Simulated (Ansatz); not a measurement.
# MgAl2Sn2: the cost of one run

Computed with Ansatz 0.2.0, driven from Python. Level of theory: DFT r2SCAN, plane waves, PAW.

**1. Starting point**

The structure is trigonal, space group P-3m1 (No. 164). The conventional cell has a = 4.466 Å, b = 4.466 Å, c = 7.233 Å, α = 90.00°, β = 90.00°, γ = 120.00°. Mg (site symmetry -3m) has 6 Sn at 3.08 Å as nearest neighbours. Al (site symmetry 3m) has 4 Sn at 2.78 to 2.85 Å and 3 Al at 3.15 Å as nearest neighbours. Sn (site symmetry 3m) is surrounded by 4 Al at 2.78 to 2.85 Å and 3 Mg at 3.08 Å.

Input file mgal2sn2.extxyz:

```xyz
5
Lattice="4.46628588 0.0 0.0 -2.23314294 3.86791703 0.0 0.0 0.0 7.23293" Properties=species:S:1:pos:R:3 pbc="T T T"
Mg    0.00000000    0.00000000    0.00000000
Al    2.23314296    1.28930567    2.71076474
Al   -0.00000002    2.57861137    4.52216526
Sn    2.23314296    1.28930567    5.55645255
Sn   -0.00000002    2.57861137    1.67647745
```

**2. The code**

The input, ecut_mgal2sn2.py:

```python
# -*- coding: utf-8 -*-
"""Cutoff test for MgAl2Sn2."""

import logging
import sys
import warnings

import ansatz as az
from tabulate import tabulate

logging.basicConfig(stream=sys.stdout, format="%(name)s: %(message)s")
log = logging.getLogger("ansatz_job")
log.setLevel(logging.INFO)


def main():
    warnings.simplefilter("ignore", az.DeckWarning)

    xtal = az.Crystal.from_extxyz("mgal2sn2.extxyz")

    base = (
        xtal.calculation()
        .functional("r2SCAN")
        .kpoints(density=3.1)
        .occupations("Fermi-Dirac", width=0.1)
        .stress()
    )

    rows = []
    for value in [300, 350, 400, 450]:
        r = base.basis(value).run(threads=1).report
        rows.append((value, r["free_energy_ev"] / len(r["lattice"]["sites"]), r["n_iterations"], sum(r["stress_gpa"][i][i] for i in range(3)) / 3, r["n_pw"]))

    print(tabulate(rows, headers=["cutoff (eV)", "F/atom (eV)", "iterations", "P (GPa)", "plane waves"], floatfmt=".4f", tablefmt="github"))

    # differences from the last row
    for row in rows[:-1]:
        shift = 1000 * (row[1] - rows[-1][1])
        log.info(f"{row[0]}: {shift:+.2f} meV/atom" + ("  (within 2 meV)" if abs(shift) < 2 else ""))


if __name__ == "__main__":
    main()
```

**3. The run**

Launch:

```
$ python ecut_mgal2sn2.py
```

Q: Estimate wall time and peak memory on 1 thread of Arm Neoverse V2, shared host.

About 29 s, with a peak of 0.69 GiB.
